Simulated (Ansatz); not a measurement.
**C₃H₈Si: basis-set convergence**

How large a basis does C₃H₈Si need? Two functionals are run in growing sets.

Computed with Ansatz 0.2.0, Gaussian basis. Level: one geometry, several basis sets.

Plan: PBE0-D4/def2-SVP; ωB97M-V/def2-SVP; PBE0-D4/def2-QZVPP; ωB97M-V/def2-QZVPP; the functionals' def2-TZVPP values are taken from earlier runs.

**1. The relaxed structure**

An earlier PBE0-D4 in a triple-zeta def2 set relaxation fixed the geometry.

SMILES `CC1C[SiH2]1`, 12 atoms, charge 0, spin multiplicity 1.

Atoms are counted from 1 here; the program's logs count them from 0.

Bond lengths: C1–C2 1.507 Å, C1–H5 1.094 Å, C1–H6 1.096 Å, C1–H7 1.092 Å, C2–C3 1.542 Å, C2–Si4 1.854 Å, C2–H8 1.088 Å, C3–Si4 1.850 Å, C3–H9 1.087 Å, C3–H10 1.085 Å, Si4–H11 1.479 Å, Si4–H12 1.479 Å. Angles: C2–C1–H5 111.3°, C2–C1–H6 111.2°, C2–C1–H7 111.5°, H5–C1–H6 107.3°, H5–C1–H7 107.4°, H6–C1–H7 108.0°, C1–C2–C3 117.7°, C1–C2–Si4 122.8°, C1–C2–H8 113.8°, C3–C2–Si4 65.2°, C3–C2–H8 113.2°, Si4–C2–H8 115.3°, C2–C3–Si4 65.5°, C2–C3–H9 115.5°, C2–C3–H10 117.0°, Si4–C3–H9 118.3°, Si4–C3–H10 119.9°, H9–C3–H10 112.7° and more.

**2. PBE0-D4 in def2-SVP**

in.yaml

```yaml
crystal:
  periodic: [false, false, false]
  atoms:
    - {symbol: C, position_ang: [-0.836488, 1.103128, -0.675372]}
    - {symbol: C, position_ang: [-0.437168, 0.093154, 0.369981]}
    - {symbol: C, position_ang: [1.056136, -0.002202, 0.742749]}
    - {symbol: Si, position_ang: [0.366554, -1.523759, -0.051439]}
    - {symbol: H, position_ang: [-0.178080, 1.054872, -1.547473]}
    - {symbol: H, position_ang: [-0.779993, 2.123875, -0.281182]}
    - {symbol: H, position_ang: [-1.856647, 0.932376, -1.026804]}
    - {symbol: H, position_ang: [-1.097183, 0.072038, 1.234815]}
    - {symbol: H, position_ang: [1.724356, 0.625764, 0.159889]}
    - {symbol: H, position_ang: [1.301079, -0.007527, 1.799962]}
    - {symbol: H, position_ang: [0.708448, -1.802898, -1.463136]}
    - {symbol: H, position_ang: [0.105886, -2.724020, 0.772008]}
basis:
  gaussian: {orbitals: def2-SVP}
hamiltonian: {xc: pbe0, dispersion: d4}
output: {orbitals: {seedname: orbitals}}
```

On the command line:

```console
$ ansatz run in.yaml --threads 2 --pin off --events-out ev --progress --plain --max-ram 4352MiB
```

The runs that follow: ωB97M-V in def2-SVP; PBE0-D4 in def2-QZVPP; ωB97M-V in def2-QZVPP.

Q: Predict the results of all the runs planned. Wanted: PBE0-D4: double and triple zeta above quadruple; ωB97M-V: double and triple zeta above quadruple.

**Answer**, as computed:

| quantity | value |
| --- | --- |
| PBE0-D4: double and triple zeta above quadruple | 6.72, 0.45 eV |
| ωB97M-V: double and triple zeta above quadruple | 6.94, 0.43 eV |

In words: For PBE0-D4 the step from double to triple zeta gains 6.26 eV and the next only 0.45 eV. Total energies overstate the basis error of differences, where much of it tends to cancel. The LUMO of ωB97M-V is positive and keeps falling with the basis (2.70 to 1.51 eV): an unbound level that the basis holds in place.
